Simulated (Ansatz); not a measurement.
**C3H8SSi: how energies converge with the basis set**

Aim: see how fast density functionals converge with the basis set for C3H8SSi.

Program: Ansatz 0.2.0, Gaussian basis. Level of theory: one geometry, several basis sets. These are calculated values, not measurements.

Levels to be run: PBE0-D4/def2-SVP; ωB97M-V/def2-SVP; PBE0-D4/def2-QZVPP; ωB97M-V/def2-QZVPP; the functionals' def2-TZVPP values are taken from earlier runs.

### 1 The geometry

An earlier PBE0-D4 in a triple-zeta def2 set relaxation fixed the geometry.

SMILES `C=CS[SiH2]C`, 13 atoms, charge 0, spin multiplicity 1.

Atoms are counted from 1 here; the program's logs count them from 0.

Bond lengths: C1–C2 1.326 Å, C1–H6 1.084 Å, C1–H7 1.084 Å, C2–S3 1.759 Å, C2–H8 1.086 Å, S3–Si4 2.141 Å, Si4–C5 1.863 Å, Si4–H9 1.489 Å, Si4–H10 1.488 Å, C5–H11 1.093 Å, C5–H12 1.092 Å, C5–H13 1.092 Å. Angles: C2–C1–H6 122.0°, C2–C1–H7 120.3°, H6–C1–H7 117.7°, C1–C2–S3 123.2°, C1–C2–H8 120.8°, S3–C2–H8 115.9°, C2–S3–Si4 99.8°, S3–Si4–C5 107.4°, S3–Si4–H9 107.9°, S3–Si4–H10 110.7°, C5–Si4–H9 112.0°, C5–Si4–H10 111.0°, H9–Si4–H10 107.8°, Si4–C5–H11 110.1°, Si4–C5–H12 110.8°, Si4–C5–H13 110.9°, H11–C5–H12 108.1°, H11–C5–H13 108.5° and more.

### 2 PBE0-D4 in def2-SVP

Input file in.yaml:

```yaml
crystal:
  periodic: [false, false, false]
  atoms:
    - {symbol: C, position_ang: [-0.845467, 2.500764, 1.690784]}
    - {symbol: C, position_ang: [-0.551259, 1.709603, 0.667598]}
    - {symbol: S, position_ang: [0.690687, 0.466153, 0.737812]}
    - {symbol: Si, position_ang: [-0.112963, -0.930223, -0.672731]}
    - {symbol: C, position_ang: [1.213164, -2.190296, -1.025141]}
    - {symbol: H, position_ang: [-0.369893, 2.389607, 2.658421]}
    - {symbol: H, position_ang: [-1.573644, 3.294791, 1.575182]}
    - {symbol: H, position_ang: [-1.039936, 1.838879, -0.294098]}
    - {symbol: H, position_ang: [-0.503887, -0.173891, -1.894701]}
    - {symbol: H, position_ang: [-1.336322, -1.580760, -0.130706]}
    - {symbol: H, position_ang: [0.845692, -2.933765, -1.736713]}
    - {symbol: H, position_ang: [1.505316, -2.711720, -0.111062]}
    - {symbol: H, position_ang: [2.099012, -1.713942, -1.449545]}
basis:
  gaussian: {orbitals: def2-SVP}
hamiltonian: {xc: pbe0, dispersion: d4}
output: {orbitals: {seedname: orbitals}}
```

The run is started by

```bash
ansatz run in.yaml --threads 4 --pin off --events-out ev --progress --plain --max-ram 10444MiB
```

Further steps of the session: ωB97M-V in def2-SVP; PBE0-D4 in def2-QZVPP; ωB97M-V in def2-QZVPP.

Before running them: what should the planned runs give, taken together? Wanted: PBE0-D4: double and triple zeta above quadruple; ωB97M-V: double and triple zeta above quadruple.

The runs gave:

| quantity | value |
| --- | --- |
| PBE0-D4: double and triple zeta above quadruple | 10.94, 0.78 eV |
| ωB97M-V: double and triple zeta above quadruple | 11.12, 0.74 eV |

In words: PBE0-D4 gains 10.16 eV from double to triple zeta, then 0.78 eV more. Total energies overstate the basis error of differences, where much of it tends to cancel. The LUMO of ωB97M-V is positive and keeps falling with the basis (2.20 to 1.41 eV): an unbound level that the basis holds in place.
